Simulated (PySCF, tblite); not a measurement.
# 4-methoxypyridine n-oxide (C₆H₇NO₂): a rotation path, then NMR shifts on frames, part 2 of 2

tblite 0.8.0 and PySCF 2.14.0. Atoms count from 0. The steps go on from the part before.

### Step 5. Nuclear shieldings: image 4, PBE0/pcSseg-1

The job: settings as JSON, then the geometry in Å.

```
{"job": {"kind": "nmr", "xc": "PBE0", "basis": "pcSseg-1", "pop": false}, "charge": 0, "multiplicity": 1}
C      2.658200     0.047700    -0.289800
O      1.549500     0.475700    -1.056700
C      0.323300     0.232900    -0.485700
C     -0.330700    -0.986000    -0.657700
C     -1.579900    -1.176800    -0.121900
N     -2.213300    -0.213400     0.590600
O     -3.348500    -0.416900     1.080200
C     -1.586500     0.976800     0.756200
C     -0.338200     1.221400     0.239800
H      2.579200    -1.011700    -0.025600
H      2.755800     0.637500     0.628600
H      3.534300     0.202300    -0.916400
H      0.134400    -1.776900    -1.225300
H     -2.131100    -2.097900    -0.235800
H     -2.140300     1.711100     1.320900
H      0.126200     2.183500     0.387300
```

Method: GIAO PBE0/pcSseg-1 NMR shielding, non-relativistic, gas phase.

The log of the run:

```text
coarse grid: 14096 points
cycle   1  E = -437.1680489215  dE =  1.903e+00  |g| = 9.745e-01  |ddm| = 3.873e+00
cycle   2  E = -436.3094177498  dE =  8.586e-01  |g| = 2.201e+00  |ddm| = 3.438e+00
cycle   3  E = -437.3032860327  dE = -9.939e-01  |g| = 4.311e-01  |ddm| = 2.937e+00
cycle   4  E = -437.3422268542  dE = -3.894e-02  |g| = 1.694e-01  |ddm| = 5.803e-01
cycle   5  E = -437.3475157508  dE = -5.289e-03  |g| = 6.536e-02  |ddm| = 1.932e-01
cycle   6  E = -437.3485152230  dE = -9.995e-04  |g| = 1.827e-02  |ddm| = 7.255e-02
cycle   7  E = -437.3485917231  dE = -7.650e-05  |g| = 4.854e-03  |ddm| = 1.838e-02
cycle   8  E = -437.3485965813  dE = -4.858e-06  |g| = 8.068e-04  |ddm| = 4.759e-03
final grid: 138264 points
cycle   9  E = -437.4213372860  dE = -1.348e-05  |g| = 1.562e-02  |ddm| = 3.766e-02
cycle  10  E = -437.4211920499  dE =  1.452e-04  |g| = 3.108e-02  |ddm| = 4.062e-02
cycle  11  E = -437.4213799956  dE = -1.879e-04  |g| = 4.605e-03  |ddm| = 3.180e-02
cycle  12  E = -437.4213844352  dE = -4.440e-06  |g| = 6.311e-04  |ddm| = 4.592e-03
cycle  13  E = -437.4213845067  dE = -7.149e-08  |g| = 2.433e-04  |ddm| = 8.160e-04
cycle  14  E = -437.4213845214  dE = -1.476e-08  |g| = 8.888e-05  |ddm| = 3.184e-04
cycle  15  E = -437.4213845232  dE = -1.771e-09  |g| = 1.761e-05  |ddm| = 8.133e-05
cycle  16  E = -437.4213845233  dE = -6.025e-11  |g| = 5.116e-06  |ddm| = 1.796e-05
converged SCF energy = -437.4213845233

GIAO shielding tensors (ppm)
atom      isotropic    diamagn.    paramagn.     s11        s22        s33       span
  0 C      120.647     244.367    -123.721     87.761     92.985    181.194     93.433
  1 O      263.438     399.424    -135.986    211.311    240.410    338.593    127.282
  2 C       25.108     254.627    -229.519    -51.495      8.842    117.975    169.470
  3 C       59.005     257.069    -198.064    -39.761     53.485    163.291    203.052
  4 C       41.744     247.947    -206.202    -35.405     36.955    123.684    159.089
  5 N      -64.455     317.689    -382.144   -177.890   -156.916    141.442    319.332
  6 O     -124.282     397.474    -521.757   -381.505   -154.530    163.188    544.693
  7 C       41.951     247.813    -205.862    -35.053     37.166    123.739    158.791
  8 C       58.707     256.832    -198.125    -40.184     54.335    161.970    202.154
  9 H       28.180      29.885      -1.704     24.294     26.688     33.560      9.266
 10 H       28.020      29.583      -1.563     24.034     26.350     33.677      9.642
 11 H       27.438      27.896      -0.458     24.375     24.555     33.384      9.008
 12 H       24.576      31.992      -7.416     21.990     23.202     28.535      6.545
 13 H       23.471      29.231      -5.760     20.309     23.690     26.414      6.105
 14 H       23.486      29.195      -5.708     20.321     23.749     26.389      6.068
 15 H       24.558      31.953      -7.394     21.989     23.283     28.403      6.414
```

It took 42 s on 1 thread of Intel Xeon Platinum 8259CL at 2.50GHz, shared host; peak memory 0.86 GiB.

This run: δ C2 161.8, C4 145.2, C7 145.0, C8 128.2, H13 8.25, H14 8.23 ppm.

### Step 6. Shielding tensors: image 6, PBE0/pcSseg-1

The job: settings as JSON, then the geometry in Å.

```
{"job": {"kind": "nmr", "xc": "PBE0", "basis": "pcSseg-1", "pop": false}, "charge": 0, "multiplicity": 1}
C      2.656000    -0.145600    -0.430300
O      1.615200     0.778900    -0.669400
C      0.359600     0.407600    -0.297300
C     -0.158700    -0.881800    -0.412500
C     -1.434700    -1.152300     0.015600
N     -2.230000    -0.206700     0.566500
O     -3.374400    -0.493700     0.995700
C     -1.753100     1.060600     0.637700
C     -0.490000     1.389100     0.218800
H      2.454000    -1.128100    -0.859800
H      2.822100    -0.252900     0.647100
H      3.545700     0.271000    -0.896900
H      0.416500    -1.684100    -0.845800
H     -1.867700    -2.138600    -0.049200
H     -2.429900     1.780800     1.070200
H     -0.138200     2.404800     0.297900
```

Level: GIAO PBE0/pcSseg-1 NMR shielding, non-relativistic, gas phase.

The log of the run:

```text
coarse grid: 14096 points
cycle   1  E = -437.1727539052  dE =  1.924e+00  |g| = 9.654e-01  |ddm| = 3.870e+00
cycle   2  E = -436.3131474140  dE =  8.596e-01  |g| = 2.190e+00  |ddm| = 3.498e+00
cycle   3  E = -437.3043978520  dE = -9.913e-01  |g| = 4.352e-01  |ddm| = 3.027e+00
cycle   4  E = -437.3436109532  dE = -3.921e-02  |g| = 1.754e-01  |ddm| = 5.935e-01
cycle   5  E = -437.3492538319  dE = -5.643e-03  |g| = 6.613e-02  |ddm| = 2.022e-01
cycle   6  E = -437.3503017608  dE = -1.048e-03  |g| = 1.791e-02  |ddm| = 7.570e-02
cycle   7  E = -437.3503773719  dE = -7.561e-05  |g| = 5.189e-03  |ddm| = 1.867e-02
cycle   8  E = -437.3503829262  dE = -5.554e-06  |g| = 9.144e-04  |ddm| = 5.069e-03
final grid: 138264 points
cycle   9  E = -437.4227994544  dE = -1.579e-05  |g| = 1.559e-02  |ddm| = 3.617e-02
cycle  10  E = -437.4226658414  dE =  1.336e-04  |g| = 3.027e-02  |ddm| = 3.909e-02
cycle  11  E = -437.4228423295  dE = -1.765e-04  |g| = 4.395e-03  |ddm| = 3.081e-02
cycle  12  E = -437.4228463261  dE = -3.997e-06  |g| = 7.094e-04  |ddm| = 4.603e-03
cycle  13  E = -437.4228464211  dE = -9.505e-08  |g| = 2.522e-04  |ddm| = 8.921e-04
cycle  14  E = -437.4228464369  dE = -1.572e-08  |g| = 9.283e-05  |ddm| = 3.430e-04
cycle  15  E = -437.4228464388  dE = -1.975e-09  |g| = 2.019e-05  |ddm| = 8.837e-05
cycle  16  E = -437.4228464389  dE = -8.265e-11  |g| = 5.925e-06  |ddm| = 1.802e-05
converged SCF energy = -437.4228464389

GIAO shielding tensors (ppm)
atom      isotropic    diamagn.    paramagn.     s11        s22        s33       span
  0 C      128.361     245.136    -116.775     98.716    104.622    181.744     83.027
  1 O      248.862     397.650    -148.788    146.515    277.217    322.855    176.340
  2 C       26.963     254.185    -227.222    -46.382      9.793    117.477    163.860
  3 C       69.845     261.094    -191.249    -26.017     56.535    179.018    205.036
  4 C       43.106     247.609    -204.503    -34.883     39.615    124.587    159.470
  5 N      -58.324     317.692    -376.015   -166.895   -149.165    141.090    307.984
  6 O     -106.882     397.750    -504.632   -334.929   -144.864    159.147    494.076
  7 C       42.141     246.569    -204.428    -34.598     37.283    123.739    158.336
  8 C       62.315     257.167    -194.852    -30.981     57.816    160.112    191.093
  9 H       27.625      29.966      -2.341     23.176     26.936     32.764      9.588
 10 H       28.175      29.435      -1.260     24.373     25.922     34.230      9.857
 11 H       27.606      27.761      -0.155     23.782     25.689     33.345      9.563
 12 H       24.765      33.000      -8.234     21.106     23.809     29.381      8.274
 13 H       23.541      29.450      -5.910     20.334     23.771     26.517      6.182
 14 H       23.573      29.005      -5.432     20.414     23.954     26.351      5.937
 15 H       24.703      31.567      -6.865     21.862     23.985     28.262      6.400
```

Run time: 38 s. Hardware: 1 thread of Intel Xeon Platinum 8259CL at 2.50GHz, shared host; peak memory 0.87 GiB.

Key values: δ C2 160.0, C7 144.8, C4 143.8, C8 124.6, H13 8.18, H14 8.14 ppm.

### Step 7. NMR shieldings: image 8, PBE0/pcSseg-1

The job: settings as JSON, then the geometry in Å.

```
{"job": {"kind": "nmr", "xc": "PBE0", "basis": "pcSseg-1", "pop": false}, "charge": 0, "multiplicity": 1}
C      2.642100    -0.174300    -0.610800
O      1.686800     0.807600    -0.282200
C      0.413300     0.413200    -0.043500
C     -0.058100    -0.897300    -0.084700
C     -1.383400    -1.158100     0.179000
N     -2.270200    -0.185500     0.482500
O     -3.475900    -0.454000     0.717500
C     -1.819500     1.093000     0.525800
C     -0.512700     1.413200     0.272800
H      2.375100    -0.701000    -1.532400
H      2.768200    -0.897900     0.200600
H      3.576200     0.364000    -0.761100
H      0.588400    -1.726900    -0.318900
H     -1.788100    -2.158000     0.157200
H     -2.565100     1.832400     0.772600
H     -0.184600     2.438600     0.314500
```

Method: GIAO PBE0/pcSseg-1 NMR shielding, non-relativistic, gas phase.

The log of the run:

```text
coarse grid: 14096 points
cycle   1  E = -437.1780893110  dE =  1.928e+00  |g| = 9.605e-01  |ddm| = 3.873e+00
cycle   2  E = -436.3171710231  dE =  8.609e-01  |g| = 2.184e+00  |ddm| = 3.575e+00
cycle   3  E = -437.3097735517  dE = -9.926e-01  |g| = 4.285e-01  |ddm| = 3.097e+00
cycle   4  E = -437.3474040186  dE = -3.763e-02  |g| = 1.762e-01  |ddm| = 5.886e-01
cycle   5  E = -437.3530487356  dE = -5.645e-03  |g| = 6.578e-02  |ddm| = 2.017e-01
cycle   6  E = -437.3540960067  dE = -1.047e-03  |g| = 1.737e-02  |ddm| = 7.580e-02
cycle   7  E = -437.3541679097  dE = -7.190e-05  |g| = 5.235e-03  |ddm| = 1.835e-02
cycle   8  E = -437.3541737223  dE = -5.813e-06  |g| = 9.288e-04  |ddm| = 5.083e-03
final grid: 138264 points
cycle   9  E = -437.4266433724  dE = -2.699e-05  |g| = 1.505e-02  |ddm| = 4.418e-02
cycle  10  E = -437.4265289487  dE =  1.144e-04  |g| = 2.845e-02  |ddm| = 3.645e-02
cycle  11  E = -437.4266838059  dE = -1.549e-04  |g| = 4.191e-03  |ddm| = 2.886e-02
cycle  12  E = -437.4266874108  dE = -3.605e-06  |g| = 7.718e-04  |ddm| = 4.554e-03
cycle  13  E = -437.4266875231  dE = -1.123e-07  |g| = 2.632e-04  |ddm| = 9.730e-04
cycle  14  E = -437.4266875398  dE = -1.673e-08  |g| = 9.608e-05  |ddm| = 3.672e-04
cycle  15  E = -437.4266875420  dE = -2.212e-09  |g| = 2.343e-05  |ddm| = 9.645e-05
cycle  16  E = -437.4266875422  dE = -1.149e-10  |g| = 6.266e-06  |ddm| = 1.969e-05
converged SCF energy = -437.4266875422

GIAO shielding tensors (ppm)
atom      isotropic    diamagn.    paramagn.     s11        s22        s33       span
  0 C      130.669     245.489    -114.821    102.253    110.555    179.198     76.946
  1 O      231.960     396.603    -164.644    126.386    270.446    299.047    172.662
  2 C       28.033     254.710    -226.678    -43.040      8.222    118.916    161.957
  3 C       75.358     261.746    -186.387    -15.235     64.233    177.077    192.312
  4 C       43.117     247.370    -204.252    -35.465     39.617    125.200    160.665
  5 N      -56.678     317.530    -374.208   -167.367   -143.928    141.262    308.629
  6 O      -99.083     397.775    -496.858   -314.780   -137.526    155.057    469.836
  7 C       41.831     246.081    -204.250    -35.468     37.142    123.819    159.287
  8 C       64.716     256.669    -191.953    -26.683     59.609    161.222    187.905
  9 H       28.053      29.525      -1.472     24.919     25.572     33.668      8.749
 10 H       28.045      29.518      -1.474     24.902     25.565     33.667      8.765
 11 H       27.427      27.515      -0.088     23.166     25.957     33.159      9.993
 12 H       25.216      33.524      -8.308     21.696     24.464     29.489      7.792
 13 H       23.536      29.525      -5.989     20.283     23.706     26.619      6.336
 14 H       23.538      28.939      -5.401     20.335     23.899     26.380      6.044
 15 H       24.732      31.416      -6.684     21.596     24.223     28.378      6.783
```

Run time: 40 s. Hardware: 1 thread of Intel Xeon Platinum 8259CL at 2.50GHz, shared host; peak memory 0.87 GiB.

In short: δ C2 158.9, C7 145.1, C4 143.8, C8 122.2, H13 8.18, H14 8.18 ppm.

### Step 8. Run by run: NMR shifts

Shifts (ppm) of some atoms, chosen among heavy atoms and hydrogens apart, with basis size and wall time:

```csv
frame,C3,C8,C0,H12,H15,O6,O1,functions,time
image 0,122.3,111.5,56.2,6.98,6.50,435.4,104.0,188,42 s
image 2,126.1,118.9,59.6,7.04,6.97,447.1,83.5,188,42 s
image 4,127.9,128.2,66.3,7.14,7.16,460.4,72.6,188,42 s
image 6,117.1,124.6,58.6,6.95,7.01,443.0,87.2,188,38 s
image 8,111.6,122.2,56.3,6.50,6.98,435.2,104.1,188,40 s
```

### Step 9. Results

The summary covers parts 1 to 2.

| quantity | value |
| --- | --- |
| barrier | 0.219 eV (5.1 kcal/mol) at image 4 |
| end to end (GFN2-xTB) | 0.000 eV |
| ¹³C shifts against TMS (PBE0/pcSseg-1, image 0) | 158.9, 145.1, 143.9, 122.3, 111.5, 56.2 ppm |
| ¹H shifts against TMS (PBE0/pcSseg-1, image 0) | 8.19, 8.18, 6.98, 6.50, 4.28, 3.67, 3.66 ppm |
| ¹⁷O shifts against H2O (PBE0/pcSseg-1, image 0) | 435.4, 104.0 ppm |
| ¹⁵N shifts against NH3 (PBE0/pcSseg-1, image 0) | 324.5 ppm |
| range of the shift of O1 | 72.6 to 104.1 ppm |

**Reading.** Along the band the dihedral turns by 180°, and the top (dihedral 96°) lies 5.1 kcal/mol above the start (GFN2-xTB, rough), so at room temperature this motion is fast. The top was not checked by a frequency run. Shifts at one fixed geometry are not the observed spectrum, which averages over the motion. In the first frame run (image 0): The largest span, 470 ppm, is at O6, where the paramagnetic term is -497 ppm. NICS(1)zz of -20 ppm above the planar ring from C2 marks a diatropic (aromatic) ring current. Across the 5 runs the shift of O1 moves most, between 72.6 (image 4) and 104.1 ppm (image 8).
